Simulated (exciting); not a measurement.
# TbCd (Pm-3m) in exciting: reference runs

Reference runs on TbCd: the cell as given.

Everything below comes from runs of exciting (release sodium). Logs are shortened: lines on timing, memory, paths and dates and some standing lists are left out, and cuts for length are marked.

## (1) The structure

It takes space group Pm-3m (No. 221, cubic). Conventional cell: a = 3.734 Å, b = 3.734 Å, c = 3.734 Å, α = 90.00°, β = 90.00°, γ = 90.00°. Around Tb (site symmetry m-3m) lie 8 Cd at 3.23 Å. Around Cd (site symmetry m-3m) lie 8 Tb at 3.23 Å.

## (2) Single point, PBEsol, collinear spin, ferromagnetic start

The input, input.xml:

```xml
<input>
  <title>TbCd</title>
  <structure speciespath="./" tshift="false">
    <crystal scale="1">
      <basevect>7.056237349353 0.000000000000 0.000000000000</basevect>
      <basevect>0.000000000000 7.056237349353 0.000000000000</basevect>
      <basevect>0.000000000000 0.000000000000 7.056237349353</basevect>
    </crystal>
    <species speciesfile="Tb.xml" rmt="2.3">
      <atom coord="0.000000000000 0.000000000000 0.000000000000" bfcmt="0 0 -8"/>
    </species>
    <species speciesfile="Cd.xml" rmt="2.3">
      <atom coord="0.500000000000 0.500000000000 0.500000000000" bfcmt="0 0 0"/>
    </species>
  </structure>
  <groundstate do="fromscratch" ngridk="7 7 7" rgkmax="9.5" gmaxvr="14" lmaxapw="10" lmaxmat="10" lmaxvr="8" xctype="GGA_PBE_SOL" stype="Fermi Dirac" swidth="0.00183747" nempty="26" ValenceRelativity="iora*" epsengy="1e-05" epspot="1e-05" maxscl="90" tforce="true" outputlevel="normal">
    <spin reducebf="0.5"/>
  </groundstate>
</input>
```

Potentials or basis: all-electron LAPW+lo, shipped species files, valence relativity iora*.

Started as:

```console
$ OMP_NUM_THREADS=1 exciting_smp
```

INFO.OUT:

```text
================================================================================
EXCITING SODIUM started
All units are atomic (Hartree, Bohr, etc.)
================================================================================

********************************************************************************
* Ground-state run starting from atomic densities                              *
********************************************************************************

++++++++++++++++++++++++++++++++++++++++++++++++++++++++++++++++++++++++++++++++
+ Starting initialization                                                      +
++++++++++++++++++++++++++++++++++++++++++++++++++++++++++++++++++++++++++++++++

 Lattice vectors (cartesian) :
      7.0562373494      0.0000000000      0.0000000000
      0.0000000000      7.0562373494      0.0000000000
      0.0000000000      0.0000000000      7.0562373494

 Reciprocal lattice vectors (cartesian) :
      0.8904441554      0.0000000000      0.0000000000
      0.0000000000      0.8904441554      0.0000000000
      0.0000000000      0.0000000000      0.8904441554

 Unit cell volume                           :     351.3334836421
 Brillouin zone volume                      :       0.7060249734

 Species :    1 (Tb)
     parameters loaded from                 :    Tb.xml
     name                                   :    terbium
     nuclear charge                         :     -65.00000000
     electronic charge                      :      65.00000000
     atomic mass                            :  289703.17220000
     muffin-tin radius                      :       2.30000000
     # of radial points in muffin-tin       :     450

     atomic positions (lattice) :
       1 :   0.00000000  0.00000000  0.00000000

     magnetic fields (cartesian) :
       1 :   0.00000000  0.00000000 -8.00000000

 Species :    2 (Cd)
     parameters loaded from                 :    Cd.xml
     name                                   :    cadmium
     nuclear charge                         :     -48.00000000
     electronic charge                      :      48.00000000
     atomic mass                            :  204912.71750000
     muffin-tin radius                      :       2.30000000
     # of radial points in muffin-tin       :     400

     atomic positions (lattice) :
       1 :   0.50000000  0.50000000  0.50000000

     magnetic fields (cartesian) :
       1 :   0.00000000  0.00000000  0.00000000

 Total number of atoms per unit cell        :       2

 Spin treatment                             :    spin-polarised
 Global magnetic field (cartesian) :        0.00000000   0.00000000   0.00000000
 collinear magnetisation in z-direction

 Number of Bravais lattice symmetries       :      48
 Number of crystal symmetries               :      48

 k-point grid                               :       7    7    7
 Total number of k-points                   :      20
 k-point set is reduced with crystal symmetries

 R^MT_min * |G+k|_max (rgkmax)              :       9.50000000
 Species with R^MT_min                      :       1 (Tb)
 Maximum |G+k| for APW functions            :       4.13043478
 Maximum |G| for potential and density      :      14.00000000

 G-vector grid sizes                        :      32    32    32
 Total number of G-vectors                  :   16279

 Maximum angular momentum used for
     APW functions                          :      10
     computing H and O matrix elements      :      10
     potential and density                  :       8
     inner part of muffin-tin               :       2

 Total nuclear charge                       :    -113.00000000
 Total electronic charge                    :     113.00000000
 Total core charge                          :      76.00000000
 Total valence charge                       :      37.00000000

 Number of empty states                     :      26
 Total number of valence states             :      90

 Maximum Hamiltonian size                   :     469
 Maximum number of plane-waves              :     437
 Total number of local-orbitals             :      32

 Exchange-correlation type                  :      22
     PBEsol, Phys. Rev. Lett. 100, 136406 (2008)
     Generalised gradient approximation (GGA)

 Smearing scheme                            :    Fermi-Dirac
 Smearing width                             :       0.00183747

 Using multisecant Broyden potential mixing

++++++++++++++++++++++++++++++++++++++++++++++++++++++++++++++++++++++++++++++++
+ Ending initialization                                                        +
++++++++++++++++++++++++++++++++++++++++++++++++++++++++++++++++++++++++++++++++

********************************************************************************
* Groundstate module started                                                   *
********************************************************************************
 Output level for this task is set to normal

++++++++++++++++++++++++++++++++++++++++++++++++++++++++++++++++++++++++++++++++
+ Self-consistent loop started                                                 +
++++++++++++++++++++++++++++++++++++++++++++++++++++++++++++++++++++++++++++++++
 Density and potential initialised from atomic data

++++++++++++++++++++++++++++++++++++++++++++++++++++++++++++++++++++++++++++++++
+ SCF iteration number :    1                                                  +
++++++++++++++++++++++++++++++++++++++++++++++++++++++++++++++++++++++++++++++++
 Total energy                               :    -17173.70209885
 _______________________________________________________________
 Fermi energy                               :         0.35272892
 Kinetic energy                             :     18756.39021511
 Coulomb energy                             :    -35528.06360642
 Exchange energy                            :      -394.96853669
 Correlation energy                         :        -7.06017085
 No external B-field energy in total energy
[... 359 lines left out ...]
 RMS change in effective potential (target) :  0.804942E-03  ( 0.100000E-04)
 Absolute change in total energy   (target) :   10.8138      ( 0.100000E-04)
 Charge distance                   (target) :  0.303961E-02  ( 0.100000E-04)
 Abs. change in max-nonIBS-force   (target) :   0.00000      ( 0.500000E-04)

++++++++++++++++++++++++++++++++++++++++++++++++++++++++++++++++++++++++++++++++
[... 15 further cycles ...]
+ SCF iteration number :   26                                                  +
++++++++++++++++++++++++++++++++++++++++++++++++++++++++++++++++++++++++++++++++
 Total energy                               :    -17308.63970881
 _______________________________________________________________
 Fermi energy                               :         0.29542620
 Kinetic energy                             :     18675.55840414
 Coulomb energy                             :    -35578.61720596
 Exchange energy                            :      -398.47161146
 Correlation energy                         :        -7.10929553
 No external B-field energy in total energy
[... 364 lines left out ...]
 RMS change in effective potential (target) :  0.719516E-09  ( 0.100000E-04)
 Absolute change in total energy   (target) :  0.212003E-05  ( 0.100000E-04)
 Charge distance                   (target) :  0.668525E-09  ( 0.100000E-04)
 Abs. change in max-nonIBS-force   (target) :   0.00000      ( 0.500000E-04)

++++++++++++++++++++++++++++++++++++++++++++++++++++++++++++++++++++++++++++++++
| Convergency criteria checked for the last 2 iterations                       +
| Convergence targets achieved. Performing final SCF iteration                 +
++++++++++++++++++++++++++++++++++++++++++++++++++++++++++++++++++++++++++++++++
 Total energy                               :    -17308.63975310
 _______________________________________________________________
 Fermi energy                               :         0.29542619
 Kinetic energy                             :     18675.55837717
 Coulomb energy                             :    -35578.61722208
 Exchange energy                            :      -398.47161264
 Correlation energy                         :        -7.10929555
 No external B-field energy in total energy

 DOS at Fermi energy (states/Ha/cell)       :       270.39845133
[... 12 lines left out ...]
 Moments :
     interstitial                           :         0.28337281
     moment in muffin-tin spheres :
                  atom     1    Tb          :         5.71540587
                  atom     2    Cd          :         0.00090500
     total moment in muffin-tins            :         5.71631087
     total moment                           :         5.99968368

++++++++++++++++++++++++++++++++++++++++++++++++++++++++++++++++++++++++++++++++
+ Self-consistent loop stopped                                                 +
++++++++++++++++++++++++++++++++++++++++++++++++++++++++++++++++++++++++++++++++
 STATE.OUT is written

--------------------------------------------------------------------------------
- Writing atomic positions and forces                                          -
--------------------------------------------------------------------------------

 Atomic positions (lattice) :
 atom     1  Tb  :     0.00000000    0.00000000    0.00000000
 atom     2  Cd  :     0.50000000    0.50000000    0.50000000

 Total atomic forces including IBS (cartesian) :
 atom     1  Tb  :    -0.00000000    0.00000000    0.00000000
 atom     2  Cd  :     0.00000000    0.00000000    0.00000000

 Atomic force components including IBS (cartesian) :
 atom     1  Tb  :    -0.00000000    0.00000000    0.00000000   HF force
                 :     0.00000000    0.00000000   -0.00000000   core correction
                 :     0.00000000    0.00000000    0.00000000   IBS correction
 atom     2  Cd  :     0.00000000   -0.00000000   -0.00000000   HF force
                 :    -0.00000000    0.00000000    0.00000000   core correction
                 :    -0.00000000   -0.00000000    0.00000000   IBS correction

********************************************************************************
* Groundstate module stopped                                                   *
********************************************************************************

--------------------------------------------------------------------------------
- CAUTION! Warnings have been written in file WARNING.OUT !                    -
--------------------------------------------------------------------------------
================================================================================
| EXCITING SODIUM stopped                                                      =
================================================================================
```

Wall time 5.3 min (1 thread of Arm Neoverse V1, shared host); peak memory 0.18 GiB.

What came out:

| Property | Result |
| --- | --- |
| Free energy | -470992.1657 eV |
| Band gap on the k mesh | none (metal or under the smearing width) |
| Net moment | 6.00 μB per cell |
| Site moments | Tb +5.72; Cd +0.00 μB |
| All electrons inside the program's atomic spheres | Tb 62.06; Cd 46.04 (radii Tb 2.3, Cd 2.3 bohr) |

Caveat: the magnetic or orbital state may not be the lowest; the log's total energy holds no entropy term; the free energy is that total less TS from the occupations; spin-orbit coupling is left out, which moves the levels of the heavy elements; without U or exact exchange the open f shell lies at the Fermi level, which spoils levels, moments and volumes. The state reached can hang on the start; a lower one may exist.
